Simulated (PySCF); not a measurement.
# F2Lu (Lu(F)2+): the cost of one run

Computed with PySCF 2.14.0. Level: PBE0, Lu def2-SVP with ECP28, F def2-SVP; scalar-relativistic core potentials, no spin–orbit coupling.

1 further run of the same task is left out (for a known fault of the program).

## 1. Starting geometry

3 atoms, charge 1, spin multiplicity 1.

Bond lengths: Lu1–F2 2.034 Å, Lu1–F3 2.034 Å. Angles: F2–Lu1–F3 131.8°.

Geometry (Å):

```xyz
3

Lu    0.0000    0.0000    0.0000
F     1.8565    0.0000    0.8308
F    -1.8565    0.0000    0.8308
```

Formal oxidation states: Lu +3.

## 2. SCF at the start, singlet

Contents of run.py (the lines that set the calculation):

```python
mol = gto.M(atom='''
Lu     0.00000     0.00000     0.00000
F      1.85650     0.00000     0.83080
F     -1.85650     0.00000     0.83080''',
    basis={'Lu': 'def2-SVP', 'F': 'def2-SVP'},
    ecp={'Lu': 'def2-SVP'},
    charge=1, spin=0)
mf = dft.RKS(mol, xc='PBE0')
mf.grids.atom_grid = (50, 194)  # f atoms: unpruned, at least (60, 302)
mf = mf.density_fit()  # fitting sets: Lu def2-universal-JKFIT, F def2-universal-JKFIT
mf.conv_tol = 1e-08; mf.max_cycle = 55
mf.kernel(dm0)  # dm0: free metal ions and neutral atoms
```

Command:

```bash
$ OMP_NUM_THREADS=2 python run.py
```

**Question.** How long does this run take on 2 threads of Intel Xeon Platinum 8488C (Sapphire Rapids), shared host, and how much memory does it need?

About 7.4 s, with a peak of 0.43 GiB.
